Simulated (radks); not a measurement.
**Nuclear size and the levels of Ne²⁺**

Aim: how the total energy, the levels and the density at the nucleus of Ne²⁺ respond when the nuclear radius is scaled.

The numbers are computed with radks (a radial shooting solver on a logarithmic mesh, Libxc functionals) version 1 (Dirac Kohn-Sham, relativistic LDA (MacDonald-Vosko exchange, VWN5 correlation), spin-unpolarised, spherical densities, finite nucleus; open shells fill j = l - 1/2 first), except any that are marked as measured or tabulated.

### Step 1. The system

* element: neon (Z = 10)
* charge: +2
* electrons: 8
* configuration: [He] 2s2 2p4
* nuclear rms radius: 3.0055 fm

### Step 2. rms radius 3.0055 fm

Settings of this run:

```text
Z 10
configuration [He] 2s2 2p4 3s0 3p0
relativity Dirac
functional lda_x_rel,vwn5
spin unpolarised
j_filling energy
nucleus finite rms 3.0055 fm
c 137.035999084
```

### Step 3. rms radius 2.6478 fm

Settings, as their differences from step 2:

```diff
@@ -6,3 +6,3 @@
 j_filling energy
-nucleus finite rms 3.0055 fm
+nucleus finite rms 2.6478 fm
 c 137.035999084
```

### Step 4. rms radius 2.7621 fm

Settings, as their differences from step 3:

```diff
@@ -6,3 +6,3 @@
 j_filling energy
-nucleus finite rms 2.6478 fm
+nucleus finite rms 2.7621 fm
 c 137.035999084
```

### Step 5. rms radius 3.1438 fm

Settings, as their differences from step 4:

```diff
@@ -6,3 +6,3 @@
 j_filling energy
-nucleus finite rms 2.7621 fm
+nucleus finite rms 3.1438 fm
 c 137.035999084
```

### Step 6. rms radius 3.3932 fm

Settings, as their differences from step 5:

```diff
@@ -6,3 +6,3 @@
 j_filling energy
-nucleus finite rms 3.1438 fm
+nucleus finite rms 3.3932 fm
 c 137.035999084
```

Q: Predict the outcome of this session. Wanted: for each run, rms radius; total energy shift; density at nucleus; 1s1/2 shift.

**Answer**, as computed:

```
rms radius (fm)  total energy shift (eV)  density at nucleus (e/bohr³)  1s1/2 shift (meV)
         2.6478                -0.000265                         644.8             -0.107
         2.7621                -0.000184                         644.6            -0.0745
         3.0055                        0                         644.2                  0
         3.1438                 0.000111                           644             0.0451
         3.3932                 0.000325                         643.7              0.131
```

Shifts are against the first run. Over the range the 1s1/2 level moves by 0.000239 eV and the 1s1/2 level by 0.239 meV. A larger nucleus binds the 1s electrons less and lowers the density at its centre. These are shifts of eigenvalues, not the field shifts of spectral lines.
